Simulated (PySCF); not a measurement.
# C2H9PSi2: NMR shifts at several levels of theory, part 1 of 2

How much do the NMR shifts of C2H9PSi2 (`[SiH3]/C=C\[SiH2]P`) depend on the level of theory, and what does each level cost?

Programs: PySCF 2.14.0, with density-fitted response routines of our own. Each step states its level of theory. These are calculated values for one molecule in the gas phase, unless marked as measured. Atoms are numbered from 0 throughout.

## 1. The starting structure

14 atoms, charge 0, multiplicity 1; geometry from: PBE0-D3(BJ)/def2-SVP.

Bonds of the start (Å): Si0–C1 1.88, C1–C2 1.35, C2–Si3 1.88, Si3–P4 2.27, Si0–H5 1.50, Si0–H6 1.50, Si0–H7 1.49, C1–H8 1.10, C2–H9 1.10, Si3–H10 1.49, Si3–H11 1.49, P4–H12 1.43, P4–H13 1.43.

## 2. Shielding tensors: HF/pcSseg-1

Job settings and geometry (Å):

```
{"job": {"kind": "nmr", "xc": "HF", "basis": "pcSseg-1", "pop": false}, "charge": 0, "multiplicity": 1}
Si    -1.816123     0.833882    -0.441956
C     -0.949133     0.201504     1.103806
C      0.159700    -0.561515     1.145605
Si     1.119836    -1.192091    -0.338092
P      2.786198     0.197670    -1.001009
H     -2.721430    -0.204708    -1.024387
H     -0.821985     1.236001    -1.483674
H     -2.637440     2.026932    -0.076366
H     -1.400159     0.498381     2.062228
H      0.557174    -0.836044     2.134155
H      1.753382    -2.502176     0.002624
H      0.202285    -1.382296    -1.502866
H      1.976795     1.367563    -0.862963
H      3.327415     0.309220     0.318397
```

With the program's defaults for keys left out, this is: GIAO HF/pcSseg-1 NMR shielding, non-relativistic, gas phase.

Command:

```sh
$ OMP_NUM_THREADS=1 python probes_run.py task.json out
```

The driver reads the jobs from task.json and runs them one after another.

Output:

```text
final grid: 106544 points
cycle   1  E = -999.4117357896  dE =  9.779e-02  |g| = 3.679e-01  |ddm| = 3.196e+00
cycle   2  E = -999.4739114597  dE = -6.218e-02  |g| = 1.082e-01  |ddm| = 5.934e-01
cycle   3  E = -999.4797413773  dE = -5.830e-03  |g| = 3.725e-02  |ddm| = 2.169e-01
cycle   4  E = -999.4803756551  dE = -6.343e-04  |g| = 8.270e-03  |ddm| = 7.444e-02
cycle   5  E = -999.4804106340  dE = -3.498e-05  |g| = 3.025e-03  |ddm| = 1.728e-02
cycle   6  E = -999.4804160944  dE = -5.460e-06  |g| = 9.823e-04  |ddm| = 7.292e-03
cycle   7  E = -999.4804167092  dE = -6.148e-07  |g| = 2.762e-04  |ddm| = 2.698e-03
cycle   8  E = -999.4804167617  dE = -5.254e-08  |g| = 9.019e-05  |ddm| = 7.782e-04
cycle   9  E = -999.4804167672  dE = -5.410e-09  |g| = 2.547e-05  |ddm| = 2.486e-04
cycle  10  E = -999.4804167678  dE = -6.476e-10  |g| = 1.022e-05  |ddm| = 7.778e-05
converged SCF energy = -999.4804167678

GIAO shielding tensors (ppm)
atom      isotropic    diamagn.    paramagn.     s11        s22        s33       span
  0 Si     464.745     876.226    -411.481    446.393    460.506    487.335     40.941
  1 C       38.391     260.945    -222.554   -103.281     34.092    184.364    287.645
  2 C       31.577     262.334    -230.757   -113.623     27.775    180.579    294.201
  3 Si     441.139     877.180    -436.041    410.812    445.567    467.038     56.227
  4 P      603.347     965.771    -362.424    571.259    586.234    652.548     81.289
  5 H       27.636      28.841      -1.205     24.614     25.875     32.418      7.804
  6 H       27.734      30.202      -2.467     23.702     28.644     30.857      7.155
  7 H       27.838      28.809      -0.971     24.851     25.628     33.035      8.185
  8 H       24.815      30.917      -6.102     22.881     23.526     28.039      5.158
  9 H       24.664      31.667      -7.003     22.194     24.295     27.502      5.308
 10 H       27.586      29.152      -1.566     24.285     25.420     33.054      8.769
 11 H       27.403      30.208      -2.805     23.841     26.914     31.454      7.613
 12 H       30.081      31.737      -1.656     25.024     28.020     37.201     12.177
 13 H       30.130      30.649      -0.519     25.784     27.083     37.524     11.741
```

Wall time 5.6 s (1 thread of Arm Neoverse V2, shared host); peak memory 0.86 GiB.

The references, computed at this level on geometries of the same kind, shield at (ppm): 1H TMS 31.69, 13C TMS 190.8, 29Si TMS 393.4, 31P H3PO4 356.2. Their shielding less the atom's gives the shift. The references are single molecules in the gas phase, so shifts against H2O, NH3, PH3, H3PO4 or CFCl3 are not on the usual liquid scales and can be off by tens of ppm. Atoms listed in one row are averaged.

| atoms | environment | σ (ppm) | δ (ppm) |
| --- | --- | --- | --- |
| C2 | alkene CH | 31.6 | 159.3 |
| C1 | alkene CH | 38.4 | 152.5 |
| H9 | hydrogen on an alkene CH | 24.66 | 7.02 |
| H8 | hydrogen on an alkene CH | 24.82 | 6.87 |
| H10, H11 | hydrogen on a silicon bonded to C, P | 27.49 | 4.19 |
| H5, H6, H7 | hydrogen on a silicon bonded to C | 27.74 | 3.95 |
| H12, H13 | hydrogen on a phosphorus bonded to Si | 30.11 | 1.58 |
| Si3 | silicon bonded to C, P, 2 H | 441.1 | -47.7 |
| Si0 | silicon bonded to C, 3 H | 464.7 | -71.3 |
| P4 | phosphorus bonded to Si, 2 H | 603.3 | -247.1 |

## 3. NMR shieldings: LDA/pcSseg-1

The job, as its differences from that of step 2:

```diff
@@ -1,2 +1,2 @@
-{"job": {"kind": "nmr", "xc": "HF", "basis": "pcSseg-1", "pop": false}, "charge": 0, "multiplicity": 1}
+{"job": {"kind": "nmr", "xc": "LDA", "basis": "pcSseg-1", "pop": false}, "charge": 0, "multiplicity": 1}
 Si    -1.816123     0.833882    -0.441956
```

With the program's defaults for keys left out, this is: GIAO LDA/pcSseg-1 NMR shielding, non-relativistic, gas phase.

Output:

```text
coarse grid: 12624 points
cycle   1  E = -997.4718296572  dE = -5.564e-03  |g| = 4.402e-01  |ddm| = 3.353e+00
cycle   2  E = -997.3817586207  dE =  9.007e-02  |g| = 7.043e-01  |ddm| = 1.203e+00
cycle   3  E = -997.5224743847  dE = -1.407e-01  |g| = 8.982e-02  |ddm| = 8.902e-01
cycle   4  E = -997.5249019855  dE = -2.428e-03  |g| = 4.264e-02  |ddm| = 2.112e-01
cycle   5  E = -997.5254492955  dE = -5.473e-04  |g| = 8.353e-03  |ddm| = 7.181e-02
cycle   6  E = -997.5254457809  dE =  3.515e-06  |g| = 9.496e-03  |ddm| = 1.564e-02
cycle   7  E = -997.5254701926  dE = -2.441e-05  |g| = 1.345e-03  |ddm| = 8.350e-03
cycle   8  E = -997.5254708290  dE = -6.365e-07  |g| = 2.449e-04  |ddm| = 2.501e-03
final grid: 106544 points
cycle   9  E = -997.5408958614  dE = -1.394e-05  |g| = 2.015e-03  |ddm| = 2.105e-02
cycle  10  E = -997.5408937088  dE =  2.153e-06  |g| = 3.373e-03  |ddm| = 6.001e-03
cycle  11  E = -997.5408970089  dE = -3.300e-06  |g| = 4.179e-04  |ddm| = 4.273e-03
cycle  12  E = -997.5408970564  dE = -4.747e-08  |g| = 2.271e-04  |ddm| = 8.377e-04
cycle  13  E = -997.5408970687  dE = -1.232e-08  |g| = 8.880e-05  |ddm| = 2.482e-04
cycle  14  E = -997.5408970710  dE = -2.336e-09  |g| = 1.433e-05  |ddm| = 1.100e-04
cycle  15  E = -997.5408970711  dE = -5.434e-11  |g| = 3.050e-06  |ddm| = 2.048e-05
converged SCF energy = -997.5408970711

GIAO shielding tensors (ppm)
atom      isotropic    diamagn.    paramagn.     s11        s22        s33       span
  0 Si     410.676     882.048    -471.372    389.298    399.243    443.487     54.190
  1 C       25.744     258.387    -232.643    -88.258     -1.857    167.347    255.605
  2 C       13.750     259.897    -246.147   -107.922    -11.628    160.801    268.723
  3 Si     379.476     882.925    -503.449    336.641    386.926    414.862     78.221
  4 P      568.268     967.166    -398.898    535.633    561.747    607.425     71.792
  5 H       26.307      28.235      -1.929     23.338     24.623     30.959      7.621
  6 H       26.326      29.607      -3.280     22.385     27.355     29.239      6.853
  7 H       26.562      28.080      -1.518     23.713     24.503     31.470      7.757
  8 H       23.740      29.729      -5.989     22.450     22.589     26.180      3.729
  9 H       23.453      30.527      -7.074     20.928     23.483     25.948      5.020
 10 H       26.140      28.401      -2.261     22.987     24.099     31.334      8.346
 11 H       25.870      29.603      -3.733     22.423     25.550     29.635      7.212
 12 H       28.930      30.074      -1.144     23.782     27.116     35.893     12.112
 13 H       28.953      28.959      -0.006     24.660     26.050     36.150     11.490
```

Wall time 15 s (1 thread of Arm Neoverse V2, shared host); peak memory 0.73 GiB.

In short: δ C2 167.0, C1 155.0, Si3 -61.1, Si0 -92.3, H9 7.38, H8 7.09 ppm.

## 4. NMR shieldings: PBE/pcSseg-1

The job, as its differences from that of step 3:

```diff
@@ -1,2 +1,2 @@
-{"job": {"kind": "nmr", "xc": "LDA", "basis": "pcSseg-1", "pop": false}, "charge": 0, "multiplicity": 1}
+{"job": {"kind": "nmr", "xc": "PBE", "basis": "pcSseg-1", "pop": false}, "charge": 0, "multiplicity": 1}
 Si    -1.816123     0.833882    -0.441956
```

Method: GIAO PBE/pcSseg-1 NMR shielding, non-relativistic, gas phase.

Output:

```text
coarse grid: 12624 points
cycle   1  E = -1001.2244075973  dE = -5.000e-03  |g| = 4.216e-01  |ddm| = 3.361e+00
cycle   2  E = -1001.1482739952  dE =  7.613e-02  |g| = 6.610e-01  |ddm| = 1.130e+00
cycle   3  E = -1001.2722085281  dE = -1.239e-01  |g| = 8.001e-02  |ddm| = 8.323e-01
cycle   4  E = -1001.2742624109  dE = -2.054e-03  |g| = 3.615e-02  |ddm| = 1.863e-01
cycle   5  E = -1001.2746501843  dE = -3.878e-04  |g| = 9.849e-03  |ddm| = 6.054e-02
cycle   6  E = -1001.2746571621  dE = -6.978e-06  |g| = 8.862e-03  |ddm| = 1.519e-02
cycle   7  E = -1001.2746787262  dE = -2.156e-05  |g| = 9.881e-04  |ddm| = 8.403e-03
cycle   8  E = -1001.2746790965  dE = -3.703e-07  |g| = 2.257e-04  |ddm| = 2.114e-03
final grid: 106544 points
cycle   9  E = -1001.3136938560  dE = -1.240e-05  |g| = 8.615e-03  |ddm| = 3.041e-02
cycle  10  E = -1001.3136439683  dE =  4.989e-05  |g| = 1.518e-02  |ddm| = 2.742e-02
cycle  11  E = -1001.3137142704  dE = -7.030e-05  |g| = 8.879e-04  |ddm| = 2.011e-02
cycle  12  E = -1001.3137144984  dE = -2.280e-07  |g| = 2.874e-04  |ddm| = 1.802e-03
cycle  13  E = -1001.3137145190  dE = -2.060e-08  |g| = 1.335e-04  |ddm| = 3.897e-04
cycle  14  E = -1001.3137145236  dE = -4.619e-09  |g| = 3.781e-05  |ddm| = 1.443e-04
cycle  15  E = -1001.3137145240  dE = -3.920e-10  |g| = 4.601e-06  |ddm| = 4.629e-05
converged SCF energy = -1001.3137145240

GIAO shielding tensors (ppm)
atom      isotropic    diamagn.    paramagn.     s11        s22        s33       span
  0 Si     420.944     881.362    -460.418    400.091    412.092    450.649     50.558
  1 C       32.071     258.203    -226.132    -79.831     10.044    166.001    245.832
  2 C       21.092     259.607    -238.516    -97.848      1.011    160.111    257.959
  3 Si     392.136     882.386    -490.250    353.503    399.335    423.570     70.067
  4 P      567.080     967.012    -399.932    534.127    558.001    609.112     74.985
  5 H       26.835      28.775      -1.939     23.952     25.192     31.363      7.411
  6 H       26.874      30.237      -3.363     23.025     27.861     29.736      6.712
  7 H       27.101      28.609      -1.508     24.308     25.076     31.918      7.610
  8 H       24.225      30.339      -6.114     22.898     23.169     26.608      3.710
  9 H       23.943      31.135      -7.192     21.483     24.010     26.337      4.854
 10 H       26.721      28.915      -2.194     23.623     24.723     31.817      8.194
 11 H       26.466      30.202      -3.736     23.082     26.128     30.188      7.107
 12 H       29.413      30.762      -1.349     24.447     27.602     36.190     11.743
 13 H       29.458      29.566      -0.107     25.336     26.593     36.447     11.110
```

Run time: 18 s. Hardware: 1 thread of Arm Neoverse V2, shared host; peak memory 0.78 GiB.

Key values: δ C2 158.9, C1 148.0, Si3 -57.5, Si0 -86.3, H9 7.25, H8 6.97 ppm.

## 5. Nuclear shieldings: BLYP/pcSseg-1

The job, as its differences from that of step 4:

```diff
@@ -1,2 +1,2 @@
-{"job": {"kind": "nmr", "xc": "PBE", "basis": "pcSseg-1", "pop": false}, "charge": 0, "multiplicity": 1}
+{"job": {"kind": "nmr", "xc": "BLYP", "basis": "pcSseg-1", "pop": false}, "charge": 0, "multiplicity": 1}
 Si    -1.816123     0.833882    -0.441956
```

Level: GIAO BLYP/pcSseg-1 NMR shielding, non-relativistic, gas phase.

Output:

```text
coarse grid: 12624 points
cycle   1  E = -1001.7388110326  dE = -1.012e-02  |g| = 4.528e-01  |ddm| = 3.369e+00
cycle   2  E = -1001.6493322085  dE =  8.948e-02  |g| = 7.155e-01  |ddm| = 1.203e+00
cycle   3  E = -1001.7938510320  dE = -1.445e-01  |g| = 8.648e-02  |ddm| = 8.911e-01
cycle   4  E = -1001.7962705735  dE = -2.420e-03  |g| = 3.942e-02  |ddm| = 1.999e-01
cycle   5  E = -1001.7967183535  dE = -4.478e-04  |g| = 1.173e-02  |ddm| = 6.580e-02
cycle   6  E = -1001.7967298392  dE = -1.149e-05  |g| = 1.023e-02  |ddm| = 1.742e-02
cycle   7  E = -1001.7967585782  dE = -2.874e-05  |g| = 1.010e-03  |ddm| = 9.676e-03
cycle   8  E = -1001.7967589644  dE = -3.861e-07  |g| = 2.342e-04  |ddm| = 2.175e-03
final grid: 106544 points
cycle   9  E = -1001.8346750188  dE = -1.205e-05  |g| = 5.483e-03  |ddm| = 2.271e-02
cycle  10  E = -1001.8346602274  dE =  1.479e-05  |g| = 8.804e-03  |ddm| = 1.549e-02
cycle  11  E = -1001.8346827429  dE = -2.252e-05  |g| = 1.077e-03  |ddm| = 1.113e-02
cycle  12  E = -1001.8346830669  dE = -3.240e-07  |g| = 3.128e-04  |ddm| = 1.788e-03
cycle  13  E = -1001.8346830891  dE = -2.217e-08  |g| = 1.447e-04  |ddm| = 3.685e-04
cycle  14  E = -1001.8346830949  dE = -5.811e-09  |g| = 2.560e-05  |ddm| = 1.593e-04
cycle  15  E = -1001.8346830951  dE = -1.728e-10  |g| = 5.050e-06  |ddm| = 3.756e-05
converged SCF energy = -1001.8346830951

GIAO shielding tensors (ppm)
atom      isotropic    diamagn.    paramagn.     s11        s22        s33       span
  0 Si     410.823     880.974    -470.151    389.745    402.809    439.916     50.171
  1 C       27.363     257.658    -230.294    -86.605      8.023    160.671    247.276
  2 C       15.848     259.134    -243.285   -105.665     -1.456    154.666    260.331
  3 Si     379.153     882.123    -502.970    340.184    388.455    408.821     68.637
  4 P      543.063     966.949    -423.886    508.976    536.347    583.865     74.889
  5 H       27.106      29.185      -2.079     24.295     25.504     31.520      7.226
  6 H       27.140      30.803      -3.663     23.388     28.083     29.948      6.560
  7 H       27.381      28.938      -1.557     24.652     25.401     32.089      7.437
  8 H       24.544      30.486      -5.942     23.092     23.580     26.959      3.867
  9 H       24.245      31.298      -7.053     21.696     24.375     26.663      4.967
 10 H       27.033      29.176      -2.143     24.026     25.079     31.994      7.968
 11 H       26.765      30.719      -3.954     23.467     26.438     30.390      6.923
 12 H       29.683      31.442      -1.759     24.930     27.939     36.179     11.249
 13 H       29.729      29.962      -0.234     25.830     26.977     36.379     10.548
```

Wall time 17 s (1 thread of Arm Neoverse V2, shared host); peak memory 0.8 GiB.

This run: δ C2 159.5, C1 148.0, Si3 -55.7, Si0 -87.4, H9 7.12, H8 6.82 ppm.

## 6. Nuclear shieldings: BP86/pcSseg-1

The job, as its differences from that of step 5:

```diff
@@ -1,2 +1,2 @@
-{"job": {"kind": "nmr", "xc": "BLYP", "basis": "pcSseg-1", "pop": false}, "charge": 0, "multiplicity": 1}
+{"job": {"kind": "nmr", "xc": "BP86", "basis": "pcSseg-1", "pop": false}, "charge": 0, "multiplicity": 1}
 Si    -1.816123     0.833882    -0.441956
```

With the program's defaults for keys left out, this is: GIAO BP86/pcSseg-1 NMR shielding, non-relativistic, gas phase.

Output:

```text
coarse grid: 12624 points
cycle   1  E = -1001.8982378344  dE = -6.637e-03  |g| = 4.146e-01  |ddm| = 3.357e+00
cycle   2  E = -1001.8282528714  dE =  6.998e-02  |g| = 6.425e-01  |ddm| = 1.068e+00
cycle   3  E = -1001.9445938274  dE = -1.163e-01  |g| = 7.775e-02  |ddm| = 7.821e-01
cycle   4  E = -1001.9465211549  dE = -1.927e-03  |g| = 3.553e-02  |ddm| = 1.801e-01
cycle   5  E = -1001.9468973416  dE = -3.762e-04  |g| = 9.714e-03  |ddm| = 5.912e-02
cycle   6  E = -1001.9469030208  dE = -5.679e-06  |g| = 8.557e-03  |ddm| = 1.494e-02
cycle   7  E = -1001.9469232399  dE = -2.022e-05  |g| = 9.505e-04  |ddm| = 8.167e-03
cycle   8  E = -1001.9469235829  dE = -3.430e-07  |g| = 2.221e-04  |ddm| = 2.050e-03
final grid: 106544 points
cycle   9  E = -1001.9866605427  dE = -1.886e-05  |g| = 3.502e-03  |ddm| = 2.630e-02
cycle  10  E = -1001.9866547357  dE =  5.807e-06  |g| = 5.315e-03  |ddm| = 9.515e-03
cycle  11  E = -1001.9866632430  dE = -8.507e-06  |g| = 7.686e-04  |ddm| = 7.401e-03
cycle  12  E = -1001.9866633765  dE = -1.335e-07  |g| = 2.775e-04  |ddm| = 1.295e-03
cycle  13  E = -1001.9866633975  dE = -2.105e-08  |g| = 8.694e-05  |ddm| = 3.131e-04
cycle  14  E = -1001.9866633996  dE = -2.120e-09  |g| = 1.970e-05  |ddm| = 1.046e-04
cycle  15  E = -1001.9866633998  dE = -1.182e-10  |g| = 4.029e-06  |ddm| = 3.262e-05
converged SCF energy = -1001.9866633998

GIAO shielding tensors (ppm)
atom      isotropic    diamagn.    paramagn.     s11        s22        s33       span
  0 Si     419.129     881.330    -462.202    398.566    410.575    448.245     49.679
  1 C       31.963     258.628    -226.665    -79.909     10.063    165.735    245.644
  2 C       21.063     260.024    -238.961    -97.885      1.116    159.959    257.844
  3 Si     390.332     882.429    -492.097    351.799    397.971    421.226     69.427
  4 P      563.410     967.110    -403.699    530.340    554.544    605.348     75.008
  5 H       26.907      28.864      -1.958     24.027     25.263     31.430      7.403
  6 H       26.945      30.344      -3.398     23.095     27.934     29.807      6.712
  7 H       27.170      28.687      -1.517     24.377     25.147     31.986      7.609
  8 H       24.324      30.361      -6.037     23.022     23.304     26.647      3.625
  9 H       24.037      31.162      -7.125     21.609     24.125     26.377      4.768
 10 H       26.791      28.991      -2.200     23.696     24.800     31.877      8.180
 11 H       26.539      30.307      -3.768     23.151     26.210     30.256      7.105
 12 H       29.476      30.937      -1.461     24.546     27.677     36.206     11.660
 13 H       29.523      29.665      -0.142     25.426     26.678     36.465     11.038
```

It took 18 s on 1 thread of Arm Neoverse V2, shared host; peak memory 0.78 GiB.

This run: δ C2 158.7, C1 147.8, Si3 -56.4, Si0 -85.2, H9 7.23, H8 6.94 ppm.

## 7. Shielding tensors: OPBE/pcSseg-1

The job, as its differences from that of step 6:

```diff
@@ -1,2 +1,2 @@
-{"job": {"kind": "nmr", "xc": "BP86", "basis": "pcSseg-1", "pop": false}, "charge": 0, "multiplicity": 1}
+{"job": {"kind": "nmr", "xc": "OPBE", "basis": "pcSseg-1", "pop": false}, "charge": 0, "multiplicity": 1}
 Si    -1.816123     0.833882    -0.441956
```

Level: GIAO OPBE/pcSseg-1 NMR shielding, non-relativistic, gas phase.

Output:

```text
coarse grid: 12624 points
cycle   1  E = -1001.6687625084  dE = -2.555e-02  |g| = 3.653e-01  |ddm| = 3.382e+00
cycle   2  E = -1001.6203898335  dE =  4.837e-02  |g| = 5.499e-01  |ddm| = 1.048e+00
cycle   3  E = -1001.7081060875  dE = -8.772e-02  |g| = 6.213e-02  |ddm| = 7.130e-01
cycle   4  E = -1001.7093532035  dE = -1.247e-03  |g| = 3.043e-02  |ddm| = 1.529e-01
cycle   5  E = -1001.7096407018  dE = -2.875e-04  |g| = 8.405e-03  |ddm| = 5.039e-02
cycle   6  E = -1001.7096496058  dE = -8.904e-06  |g| = 6.673e-03  |ddm| = 1.254e-02
cycle   7  E = -1001.7096620540  dE = -1.245e-05  |g| = 8.268e-04  |ddm| = 6.583e-03
cycle   8  E = -1001.7096622987  dE = -2.447e-07  |g| = 2.211e-04  |ddm| = 1.751e-03
final grid: 106544 points
cycle   9  E = -1001.7360569928  dE = -1.337e-04  |g| = 1.292e-02  |ddm| = 6.136e-02
cycle  10  E = -1001.7359975919  dE =  5.940e-05  |g| = 1.702e-02  |ddm| = 4.077e-02
cycle  11  E = -1001.7360900788  dE = -9.249e-05  |g| = 3.394e-03  |ddm| = 3.018e-02
cycle  12  E = -1001.7360933835  dE = -3.305e-06  |g| = 7.342e-04  |ddm| = 5.205e-03
cycle  13  E = -1001.7360935230  dE = -1.396e-07  |g| = 2.583e-04  |ddm| = 1.080e-03
cycle  14  E = -1001.7360935390  dE = -1.592e-08  |g| = 1.125e-04  |ddm| = 2.928e-04
cycle  15  E = -1001.7360935425  dE = -3.563e-09  |g| = 1.609e-05  |ddm| = 1.256e-04
cycle  16  E = -1001.7360935426  dE = -8.777e-11  |g| = 3.925e-06  |ddm| = 2.852e-05
converged SCF energy = -1001.7360935426

GIAO shielding tensors (ppm)
atom      isotropic    diamagn.    paramagn.     s11        s22        s33       span
  0 Si     439.317     881.524    -442.207    419.068    431.499    467.384     48.316
  1 C       43.042     258.631    -215.590    -64.504     22.435    171.194    235.698
  2 C       33.934     259.970    -226.036    -79.313     14.874    166.241    245.554
  3 Si     414.458     882.438    -467.980    379.934    419.825    443.615     63.681
  4 P      589.457     967.544    -378.087    555.372    578.497    634.503     79.130
  5 H       26.908      28.642      -1.734     24.025     25.259     31.440      7.415
  6 H       26.974      30.027      -3.052     23.078     27.951     29.894      6.816
  7 H       27.171      28.550      -1.379     24.351     25.133     32.029      7.678
  8 H       24.145      30.542      -6.398     22.892     23.076     26.467      3.575
  9 H       23.898      31.322      -7.423     21.593     23.885     26.217      4.623
 10 H       26.784      28.877      -2.093     23.634     24.778     31.940      8.306
 11 H       26.567      30.013      -3.446     23.131     26.197     30.375      7.244
 12 H       29.378      30.521      -1.143     24.299     27.502     36.333     12.034
 13 H       29.473      29.551      -0.079     25.212     26.523     36.683     11.471
```

Run time: 19 s. Hardware: 1 thread of Arm Neoverse V2, shared host; peak memory 0.81 GiB.

In short: δ C2 151.2, C1 142.1, Si3 -54.2, Si0 -79.0, H9 7.33, H8 7.08 ppm.

(Continued in part 2 of 2.)
